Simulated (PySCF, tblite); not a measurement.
# C2H8BrGeSi radical: geometry, infrared bands and EPR parameters

Aim: predict the infrared bands and EPR parameters of C2H8BrGeSi radical (`C[SiH][CH2][GeH2][Br]`).

Programs: tblite 0.8.0 and PySCF 2.14.0, with density-fitted response routines of our own. Each step states its level of theory. These are calculated values for one molecule in the gas phase, unless marked as measured. Atoms count from 0, in the outputs and in this text.

### 1 The molecule as given

13 atoms, charge 0, multiplicity 2; geometry from: force field or distance geometry start.

Bonds of the start (Å): C0–Si1 1.83, Si1–C2 1.85, C2–Ge3 1.94, Ge3–Br4 2.35, C0–H5 1.12, C0–H6 1.12, C0–H7 1.11, Si1–H8 1.45, C2–H9 1.11, C2–H10 1.11, Ge3–H11 1.53, Ge3–H12 1.57.

### 2 Geometry optimisation with GFN2-xTB

Job settings and geometry (Å):

```
{"job": {"kind": "relax", "xc": "GFN2-xTB", "basis": "xTB"}, "charge": 0, "multiplicity": 2}
C     -2.145900    -0.536600     0.031200
Si    -0.669100     0.144100     0.869800
C      0.557000     0.951800    -0.252400
Ge     1.973300    -0.353100    -0.504400
Br     3.361300    -0.154200     1.377600
H     -3.107200    -0.240400     0.519400
H     -2.138500    -0.299900    -1.059200
H     -2.083800    -1.645500     0.096600
H     -0.917500     0.854000     2.114300
H      0.107200     1.283200    -1.214800
H      0.956000     1.856400     0.259800
H      2.743500    -0.065200    -1.791500
H      1.359300    -1.794000    -0.464000
```

The run is started by

```
$ OMP_NUM_THREADS=1 python probes_run.py task.json out
```

The driver reads the jobs from task.json and runs them one after another.

**Question.** This job is followed by: GFN2-xTB harmonic vibrations, gas phase; UKS B3LYP, def2-TZVP-core on Br Ge, pcH-1 on C H Si, non-relativistic, mean-field spin-orbit, GIAO. What will the session give for the following? strongest single infrared mode (GFN2-xTB); zero-point energy (GFN2-xTB); g(iso) (B3LYP); ⟨S²⟩; largest a(iso) (averaged by class); surface potential, 1st and 99th percentile.

**Answer**, as computed:

```
                                 quantity                    value
strongest single infrared mode (GFN2-xTB)    1903 cm⁻¹, 419 km/mol
             zero-point energy (GFN2-xTB)            53.6 kcal/mol
                           g(iso) (B3LYP)                  2.00471
                                     ⟨S²⟩       0.751 (exact 0.75)
       largest a(iso) (averaged by class)  29Si on Si1, -529.6 MHz
    surface potential, 1st and 99th percentile       -0.60 V and 1.33 V
```

**Reading.** Over 120 steps the energy fell by 0.458 eV; of the close pairs, C0–Si1 changed most, 1.830 to 1.902 Å. No mode is imaginary among the 33: a minimum at this level. The strongest single mode, at 1903 cm⁻¹, moves mainly H12. Unscaled tight-binding wavenumbers are off by several per cent, some by more. Its intensities can rank the bands wrongly. Si1 carries the largest spin population, 0.95 e. The isotropic g lies 2.4 ppt above the free-electron value. The hyperfine terms hold no scalar relativity, which the heavier nuclei need.
